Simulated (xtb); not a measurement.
**doublet CuAsH4O− at GFN2-xTB (ddCOSMO cs2)**

We compute a geometry optimisation of doublet CuAsH4O−. 

Program for the calculation: xtb 6.7.1.

2 further runs of the same task are left out: 1 that didn't finish, 1 set aside as unsound or not needed.

### Step 1. The molecule

CuAsH4O−: 7 atoms, total charge -1, spin state doublet. SMILES of the parent species: `[OH][Cu]<-[AsH3]`. The shape comes from GFN2-xTB, which is rough for such elements, and wasn't checked as a minimum. This is one conformer, not always the lowest. That shape belongs to the parent species and isn't relaxed for this state. The run starts from this shape.

Bond lengths: Cu1–As2 2.241 Å, Cu1–O6 1.744 Å, As2–H3 1.485 Å, As2–H4 1.485 Å, As2–H5 1.481 Å, O6–H7 0.956 Å. Angles: As2–Cu1–O6 175.7°, Cu1–As2–H3 122.5°, Cu1–As2–H4 123.5°, Cu1–As2–H5 123.1°, Cu1–O6–H7 114.4°, H3–As2–H4 92.9°, H3–As2–H5 93.2°, H4–As2–H5 93.3°.

### Step 2. A geometry optimisation at GFN2-xTB (ddCOSMO cs2)

struc.xyz

```xyz
7

Cu    -0.031420     0.055950    -1.066300
As    -0.067670     0.084510     1.174670
H      1.166120    -0.023410     1.993420
H     -0.791030    -0.919500     1.995200
H     -0.587900     1.226630     1.960930
O     -0.058460     0.152950    -2.807420
H      0.370370    -0.577130    -3.250490
```

On the command line:

```bash
xtb struc.xyz --chrg -1 --uhf 1 --gfn 2 --cosmo cs2 --opt tight -P 1 | tee struc.out
```

Q: Predict the results. Wanted: total energy at the end; HOMO energy; LUMO energy; dispersion energy; solvent term in the energy; mean polarisability.

**Answer.** As computed:

At GFN2-xTB (ddCOSMO cs2):

| quantity | value |
| --- | --- |
| total energy at the end | -12.66886 Eh |
| HOMO energy (partly filled) | -6.13 eV |
| LUMO energy | -2.72 eV |
| dispersion energy | -13.03 kJ/mol |
| solvent term in the energy | -212.0 kJ/mol |
| mean polarisability (D4 model) | 77.9 bohr³ |

At the final geometry: Bond lengths: Cu1–As2 2.578 Å, Cu1–O6 1.823 Å, As2–H3 1.503 Å, Cu1–H4 1.439 Å, As2–H5 1.511 Å, O6–H7 0.962 Å. Angles: As2–Cu1–O6 83.2°, Cu1–As2–H3 91.2°, Cu1–As2–H5 91.9°, As2–Cu1–H4 118.8°, H4–Cu1–O6 157.7°, Cu1–O6–H7 108.6°, H3–As2–H5 88.4°. The optimisation took 60 steps and changed the energy by -3.725 eV. Bonds broke or formed on the way.
